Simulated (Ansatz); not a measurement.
## RbFeCl3, space group Pm-3m: a scan of the Hubbard U, step by step

Program: Ansatz 0.2.0 through its Python package.

At the Python prompt:
```pycon
>>> import ansatz as az
>>> from ase import Atoms
>>> import numpy as np
>>> from tabulate import tabulate
>>> def count_gap(report):
...     # lowest empty less highest filled band, counting bands; zero where they overlap
...     return max(report.get("gap_by_band_count_ev") or 0.0, 0.0)
...
>>> atoms = Atoms(
...     ["Rb", "Fe", "Cl", "Cl", "Cl"],
...     scaled_positions=[
...         (0.5, 0.5, 0.5),
...         (0.0, 0.0, 0.0),
...         (0.5, 0.0, 0.0),
...         (0.0, 0.5, 0.0),
...         (0.0, 0.0, 0.5),
...     ],
...     cell=[
...         (4.930122, 0.0, 0.0),
...         (0.0, 4.930122, 0.0),
...         (0.0, 0.0, 4.930122),
...     ],
...     pbc=True,
... )
>>> atoms.set_initial_magnetic_moments([0.0, 3.5, 0.0, 0.0, 0.0])
>>> structure = az.Crystal.from_ase(atoms)
>>> len(structure.resolved().sites)
5
>>> calculation = (
...     structure.calculation()
...     .functional(az.Functional.LDA)
...     .basis(420)  # plane waves up to this kinetic energy
...     .spin("collinear")  # spin-polarised run
...     .occupations("Fermi-Dirac", width=0.05)  # fractional filling near the Fermi level
...     .kpoints(density=3.1)  # the mesh must be finer for metals
...     .band_table()
... )
>>> rows = []
>>> for u in [0.0, 2.0, 4.0, 6.0]:
...     summary = calculation.hubbard("Fe", "d", u_eff=u).run(threads=1).report
...     shell = summary["hubbard"]["n_scf"]
...     rows.append((u, count_gap(summary), sum(shell) / len(shell), max(abs(m) for m in summary["site_moments_mub"]), summary["n_iterations"]))
...
RunWarning: this result is not held to the crystal's symmetry: a search behind the close, the SCF from the whole filling of its shells under DFT+U, one down a way that the close's least curvature [...]
>>> print(tabulate(rows, headers=["U_eff eV", "gap by band count eV", "Fe d occupation (projector)", "largest moment muB", "iterations"], floatfmt=".4f", tablefmt="github"))
|   U_eff eV |   gap by band count eV |   Fe d occupation (projector) |   largest moment muB |   iterations |
|------------|------------------------|-------------------------------|----------------------|--------------|
|     0.0000 |                 0.0000 |                        6.4337 |               3.4433 |           13 |
|     2.0000 |                 0.5657 |                        6.3503 |               3.5072 |            2 |
|     4.0000 |                 1.7427 |                        6.2875 |               3.5688 |            2 |
|     6.0000 |                 2.5692 |                        6.2336 |               3.6192 |            2 |
>>> print("eigenvalues of the first occupation matrix at the last U, by spin:")
eigenvalues of the first occupation matrix at the last U, by spin:
>>> for channel in summary["hubbard"]["n_eig"][0]:
...     print("  ", " ".join(f"{n:.3f}" for n in channel))
...
   0.994 0.995 0.998 0.999 0.999
   0.031 0.032 0.094 0.101 0.991
```

From U = 0 to 6 eV the largest site moment goes from 3.44 to 3.62 μB.

What to keep in mind:
- Other magnetic orders than the one started from may lie lower.
- A gap by band count of zero or less means overlapping bands, a metal.
- With one magnetic atom the cell can hold only ferromagnetic order.
- This cell is a computed structure, which may not be the phase found in nature.
- Gaps and levels are Kohn-Sham values on a finite set of k-points, without spin-orbit coupling.
- Warnings are shown shortened and without file and line.
- Shell occupations and the effect of U depend on the projectors; a run with no .spin step is spin-unpolarised, and each U may end in a state that isn't the lowest.
- Wall time of the script: 6.9 min on 1 thread of Arm Neoverse V2, with other jobs on the host, peak memory 0.88 GiB.
